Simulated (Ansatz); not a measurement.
# Li+ with AlF₃: superposition error and deformation, part 2 of 2

Ansatz 0.2.0, Gaussian basis. Earlier steps stand in the parts before.

## (11) B3LYP-D4/def2-TZVPPD

The input, free-b/in.yaml:

```yaml
crystal:
  periodic: [false, false, false]
  atoms:
    - {symbol: F, position_ang: [0.952330, 1.079612, 1.458944]}
    - {symbol: Al, position_ang: [-0.071083, 0.093993, 0.662243]}
    - {symbol: F, position_ang: [0.100586, -0.133975, -0.941540]}
    - {symbol: F, position_ang: [-1.266157, -0.663675, 1.469268]}
basis:
  gaussian: {orbitals: "def2-TZVPPD.json"}
hamiltonian: {xc: {name: B3LYP}, dispersion: d4}
```

Command:

```console
$ ansatz run in.yaml --threads 2 --pin off --events-out ev --progress --plain --max-ram 5222MiB
```

Standard output:

```text
Functional definition: B3LYP
  name "B3LYP"
  cite "Stephens, Devlin, Chabalowski & Frisch, J. Phys. Chem. 98, 11623 (1994) doi:10.1021/j100096a001"
  cite "Becke, Phys. Rev. A 38, 3098 (1988) doi:10.1103/PhysRevA.38.3098"
  cite "Lee, Yang & Parr, Phys. Rev. B 37, 785 (1988) doi:10.1103/PhysRevB.37.785"
  cite "Vosko, Wilk & Nusair, Can. J. Phys. 58, 1200 (1980) doi:10.1139/p80-159"
  parameter a0 = 0.2
  parameter ax = 0.72
  parameter ac = 0.81
  exchange = (1 - a0 - ax)*slater_x + ax*b88_x + a0*exact_x
  correlation = (1 - ac)*vwn_rpa_c + ac*lyp_c
899 factors; their error is unknown
mean field evaluation 1: about -14752.1456 eV, gradient 6.7e1 eV
mean field evaluation 2: about -14737.6511 eV, gradient 1.2e2 eV
mean field evaluation 4: about -14758.3637 eV, gradient 7.1e-1 eV
mean field evaluation 8: about -14758.4026 eV, gradient 5.2e-2 eV
mean field -14758.40257894 eV, -542.3612911716 hartree, gradient 4.5e-5 eV, S^2 0.000000; 0 other end points of the search recorded, 0 dependent functions left out
reference -14758.40283499 eV, -542.3613005811 hartree; 20, 20 occupied and 148, 148 virtual orbitals, 899 factors
Total energy: -14758.49009472 eV, -542.3645073171 hartree
```

Wall time 2.5 s (2 threads of Arm Neoverse V1, shared host).

## (12) wB97X-V/def2-TZVPPD

free-b/in.yaml, as its differences from that of step 11:

```diff
@@ -9,2 +9,2 @@
   gaussian: {orbitals: "def2-TZVPPD.json"}
-hamiltonian: {xc: {name: B3LYP}, dispersion: d4}
+hamiltonian: {xc: {name: wB97X-V}}
```

Command:

```console
$ ansatz run in.yaml --threads 2 --pin off --events-out ev --progress --plain --max-ram 5222MiB
```

Standard output, cut to the lines that bear on the results:

```text
[... 5 set-up lines as earlier in the session ...]
[...]
      + integral(e_c_pw_opposite_spin*poly(b97_u_opposite, cos0, cos1)) + vv10(b, c)
899 factors; their error is unknown
236 factors; integrals over basis functions are off by at most 2.7e-5 eV
[...]
mean field -14753.83827950 eV, -542.1935562607 hartree, gradient 1.3e-5 eV, S^2 0.000000; 0 other end points of the search recorded, 0 dependent functions left out
reference -14753.83827688 eV, -542.1935561647 hartree; 20, 20 occupied and 148, 148 virtual orbitals, 899 factors
Total energy: -14753.83827688 eV, -542.1935561647 hartree
```

It took 5.5 s on 2 threads of Arm Neoverse V1, shared host.

## (13) wB97M-V/def2-TZVPPD

free-b/in.yaml, as its differences from that of step 12:

```diff
@@ -9,2 +9,2 @@
   gaussian: {orbitals: "def2-TZVPPD.json"}
-hamiltonian: {xc: {name: wB97X-V}}
+hamiltonian: {xc: {name: wB97M-V}}
```

Command:

```console
$ ansatz run in.yaml --threads 2 --pin off --events-out ev --progress --plain --max-ram 5222MiB
```

Standard output, cut to the lines that bear on the results:

```text
[... 5 set-up lines as earlier in the session ...]
  # Of w^i u^j: cxij and so on, Table III.
[...]
  gx(w, u) = 1 - cx + cx01*u + cx10*w
  gss(w, u) = css00 + css04*u^4 + css10*w + css20*w^2 + css43*w^4*u^3
  gos(w, u) = cos00 + cos10*w + (cos20 + cos21*u)*w^2 + (cos60 + cos61*u)*w^6
[...]
      + integral(e_c_pw_mod_opposite_spin*gos(b97_w_opposite, b97_u_opposite)) + vv10(b, c)
892 factors; their error is unknown
236 factors; integrals over basis functions are off by at most 2.7e-5 eV
[...]
mean field -14755.59219086 eV, -542.2580113143 hartree, gradient 8.8e-5 eV, S^2 0.000000; 0 other end points of the search recorded, 0 dependent functions left out
reference -14755.59225495 eV, -542.2580136697 hartree; 20, 20 occupied and 148, 148 virtual orbitals, 892 factors
Total energy: -14755.59225495 eV, -542.2580136697 hartree
```

Run time: 6.5 s. Hardware: 2 threads of Arm Neoverse V1, shared host.

## (14) B2PLYP/def2-TZVPPD

free-b/in.yaml, as its differences from that of step 13:

```diff
@@ -9,2 +9,2 @@
   gaussian: {orbitals: "def2-TZVPPD.json"}
-hamiltonian: {xc: {name: wB97M-V}}
+hamiltonian: {xc: {name: B2PLYP}}
```

Command:

```console
$ ansatz run in.yaml --threads 2 --pin off --events-out ev --progress --plain --max-ram 5222MiB
```

Standard output, cut to the lines that bear on the results:

```text
[... 5 set-up lines as earlier in the session ...]
[...]
1048 factors; integrals over basis functions are off by at most 1.2e-3 eV
[...]
mean field -14743.49053745 eV, -541.8132837544 hartree, gradient 2.6e-6 eV, S^2 0.000000; 0 other end points of the search recorded, 0 dependent functions left out
8 core orbitals not correlated: weight in the atoms' cores, before any rotation towards them, 1.000 or more for the frozen orbitals, at most 0.000 for the correlated occupied ones
reference -14743.49069481 eV, -541.8132895375 hartree; 12, 12 occupied and 148, 148 virtual orbitals, 1048 factors
second order -26.72929043 eV of doubles, -0.00000000 eV of singles
Total energy: -14750.70760323 eV, -542.0785060300 hartree
```

It took 3.9 s on 2 threads of Arm Neoverse V1, shared host.

## (15) BLYP-D4/def2-TZVPPD

free-b/in.yaml, as its differences from that of step 14:

```diff
@@ -9,2 +9,2 @@
   gaussian: {orbitals: "def2-TZVPPD.json"}
-hamiltonian: {xc: {name: B2PLYP}}
+hamiltonian: {xc: {name: BLYP}, dispersion: d4}
```

Command:

```console
$ ansatz run in.yaml --threads 2 --pin off --events-out ev --progress --plain --max-ram 5222MiB
```

Standard output, cut to the lines that bear on the results:

```text
Functional definition: BLYP
  name "BLYP"
[... 2 set-up lines as earlier in the session ...]
  parameter beta = 0.0042
  parameter a = 0.04918
  parameter b = 0.132
  parameter c = 0.2533
  parameter d = 0.349
  exchange = b88_x(beta = beta)
  correlation = lyp_c(a = a, b = b, c = c, d = d)
892 factors; their error is unknown
mean field evaluation 1: about -14749.8572 eV, gradient 7.5e1 eV
mean field evaluation 2: about -14711.2537 eV, gradient 1.8e2 eV
mean field evaluation 4: about -14757.5043 eV, gradient 1.9e0 eV
mean field evaluation 8: about -14757.5099 eV, gradient 2.7e-2 eV
mean field -14757.50994671 eV, -542.3284875419 hartree, gradient 1.5e-5 eV, S^2 0.000000; 0 other end points of the search recorded, 0 dependent functions left out
reference -14757.51028612 eV, -542.3285000152 hartree; 20, 20 occupied and 148, 148 virtual orbitals, 892 factors
Total energy: -14757.62983465 eV, -542.3328933425 hartree
```

It took 1.9 s on 2 threads of Arm Neoverse V1, shared host.

## (16) revPBE-D4/def2-TZVPPD

free-b/in.yaml, as its differences from that of step 15:

```diff
@@ -9,2 +9,2 @@
   gaussian: {orbitals: "def2-TZVPPD.json"}
-hamiltonian: {xc: {name: BLYP}, dispersion: d4}
+hamiltonian: {xc: {name: revPBE}, dispersion: d4}
```

Command:

```console
$ ansatz run in.yaml --threads 2 --pin off --events-out ev --progress --plain --max-ram 5222MiB
```

Standard output, cut to the lines that bear on the results:

```text
Functional definition: revPBE
  name "revPBE"
  cite "Zhang & Yang, Phys. Rev. Lett. 80, 890 (1998) doi:10.1103/PhysRevLett.80.890"
[... 1 set-up line as earlier in the session ...]
  parameter kappa = 1.245
[... 3 set-up lines as earlier in the session ...]
892 factors; their error is unknown
mean field evaluation 1: about -14746.4302 eV, gradient 7.1e1 eV
mean field evaluation 2: about -14716.5055 eV, gradient 1.6e2 eV
mean field evaluation 4: about -14753.2673 eV, gradient 1.6e0 eV
mean field evaluation 8: about -14753.2693 eV, gradient 7.9e-3 eV
mean field -14753.26932940 eV, -542.1726477303 hartree, gradient 5.8e-5 eV, S^2 0.000000; 0 other end points of the search recorded, 0 dependent functions left out
reference -14753.26939541 eV, -542.1726501562 hartree; 20, 20 occupied and 148, 148 virtual orbitals, 892 factors
Total energy: -14753.42991413 eV, -542.1785491102 hartree
```

Run time: 1.5 s. Hardware: 2 threads of Arm Neoverse V1, shared host.

## (17) B97M-V/def2-TZVPPD

free-b/in.yaml, as its differences from that of step 16:

```diff
@@ -9,2 +9,2 @@
   gaussian: {orbitals: "def2-TZVPPD.json"}
-hamiltonian: {xc: {name: revPBE}, dispersion: d4}
+hamiltonian: {xc: {name: B97M-V}}
```

Command:

```console
$ ansatz run in.yaml --threads 2 --pin off --events-out ev --progress --plain --max-ram 5222MiB
```

Standard output, cut to the lines that bear on the results:

```text
[... 5 set-up lines as earlier in the session ...]
  # Of w^i u^j: cxij and so on, Table III.
[...]
  gx(w, u) = cx00 + cx01*u + cx02*u^2 + (cx10 + cx11*u)*w
  gss(w, u) = css00 + css02*u^2 + css10*w + (css32*w^3 + css42*w^4)*u^2
  gos(w, u) = cos00 + cos01*u + cos03*u^3 + cos10*w + cos32*w^3*u^2
[...]
      + integral(e_c_pw_mod_opposite_spin*gos(b97_w_opposite, b97_u_opposite)) + vv10(b, c)
892 factors; their error is unknown
[...]
mean field -14753.15587226 eV, -542.1684782574 hartree, gradient 1.2e-5 eV, S^2 0.000000; 0 other end points of the search recorded, 0 dependent functions left out
reference -14753.15594875 eV, -542.1684810681 hartree; 20, 20 occupied and 148, 148 virtual orbitals, 892 factors
Total energy: -14753.15594875 eV, -542.1684810681 hartree
```

Run time: 5.5 s. Hardware: 2 threads of Arm Neoverse V1, shared host.

## (18) HSE06-D4/def2-TZVPPD

free-b/in.yaml, as its differences from that of step 17:

```diff
@@ -9,2 +9,2 @@
   gaussian: {orbitals: "def2-TZVPPD.json"}
-hamiltonian: {xc: {name: B97M-V}}
+hamiltonian: {xc: hse06, dispersion: d4}
```

Command:

```console
$ ansatz run in.yaml --threads 2 --pin off --events-out ev --progress --plain --max-ram 5222MiB
```

Standard output, cut to the lines that bear on the results:

```text
Functional definition: HSE06
  name "HSE06"
  cite "Heyd, Scuseria & Ernzerhof, J. Chem. Phys. 118, 8207 (2003) doi:10.1063/1.1564060"
  cite "Krukau, Vydrov, Izmaylov & Scuseria, J. Chem. Phys. 125, 224106 (2006) doi:10.1063/1.2404663"
  cite "Heyd & Scuseria, J. Chem. Phys. 120, 7274 (2004) doi:10.1063/1.1668634"
  cite "Ernzerhof & Perdew, J. Chem. Phys. 109, 3313 (1998) doi:10.1063/1.476928"
[... 2 set-up lines as earlier in the session ...]
[...]
  # The whole range is PBE's own exchange, as in plane waves. The composition of these papers is wPBEh.
[...]
902 factors; their error is unknown
67 factors; integrals over basis functions are off by at most 7.8e-6 eV
[...]
mean field -14746.31382772 eV, -541.9170377583 hartree, gradient 6.2e-5 eV, S^2 0.000000; 0 other end points of the search recorded, 0 dependent functions left out
reference -14746.31388124 eV, -541.9170397251 hartree; 20, 20 occupied and 148, 148 virtual orbitals, 902 factors
Total energy: -14746.35514043 eV, -541.9185559722 hartree
```

It took 2.3 s on 2 threads of Arm Neoverse V1, shared host.

## (19) CCSD(T)/def2-TZVPPD

free-b/in.yaml, as its differences from that of step 18:

```diff
@@ -9,2 +9,2 @@
   gaussian: {orbitals: "def2-TZVPPD.json"}
-hamiltonian: {xc: hse06, dispersion: d4}
+correlation: {method: ccsd_t}
```

Command:

```console
$ ansatz run in.yaml --threads 2 --pin off --events-out ev --progress --plain --max-ram 5222MiB
```

Standard output, cut to the lines that bear on the results:

```text
[... 4 set-up lines as earlier in the session ...]
[...]
1048 factors; integrals over basis functions are off by at most 1.2e-3 eV
[...]
mean field -14711.02403278 eV, -540.6201617144 hartree, gradient 3.3e-6 eV, S^2 0.000000; 0 other end points of the search recorded, 0 dependent functions left out
8 core orbitals not correlated: weight in the atoms' cores, before any rotation towards them, 1.000 or more for the frozen orbitals, at most 0.000 for the correlated occupied ones
reference -14711.02403278 eV, -540.6201617144 hartree; 12, 12 occupied and 148, 148 virtual orbitals, 1048 factors
second order -22.58584613 eV of doubles, -0.00000000 eV of singles
cycle   1  -22.02816528 eV  change    5.6e-1 eV  update   9.9e-2
[...]
cycle   9  -22.52251916 eV  change    1.9e-6 eV  update   6.7e-6
perturbative correction -0.63526810 eV, -0.0233456720 hartree
Total energy: -14734.18182003 eV, -541.4711946991 hartree
```

Run time: 9 s. Hardware: 2 threads of Arm Neoverse V1, shared host; peak memory 0.84 GiB.

## (20) The split

```tsv
method	interaction with counterpoise (kcal/mol)	without	superposition error	deformation	binding energy
PBE-D4	-28.34	-28.44	0.10	3.19	-25.15
revPBE-D4	-27.72	-27.84	0.12	3.09	-24.63
BLYP-D4	-28.97	-29.08	0.12	3.16	-25.81
r2SCAN-D4	-27.42	-27.50	0.08	3.60	-23.82
B97M-V	-28.29	-28.36	0.07	3.76	-24.53
PBE0-D4	-29.07	-29.16	0.09	3.65	-25.42
B3LYP-D4	-29.70	-29.79	0.10	3.56	-26.13
HSE06-D4	-29.08	-29.17	0.09	3.65	-25.43
wB97X-V	-28.34	-28.45	0.10	3.57	-24.78
wB97M-V	-28.50	-28.61	0.11	3.55	-24.95
B2PLYP	-28.99	-29.17	0.17	3.60	-25.40
Hartree-Fock	-29.74	-29.80	0.06	4.36	-25.38
MP2	-27.72	-28.08	0.36	3.56	-24.16
CCSD	-28.32	-28.70	0.38	3.77	-24.55
CCSD(T)	-27.97	-28.38	0.41	3.64	-24.33
```

## (21) Results

The summary covers parts 1 to 2.

| quantity | value |
| --- | --- |
| interaction, CCSD(T) | -27.97 kcal/mol |
| superposition error | 0.41 kcal/mol |
| deformation | 3.64 kcal/mol |
| binding energy | -24.33 kcal/mol |

In words: In this basis the superposition error is 0.41 kcal/mol for CCSD(T) and 0.10 kcal/mol on average for the plain functionals: correlated methods borrow far more, since they need many more functions to converge. Deformation takes back 13 % of the interaction.
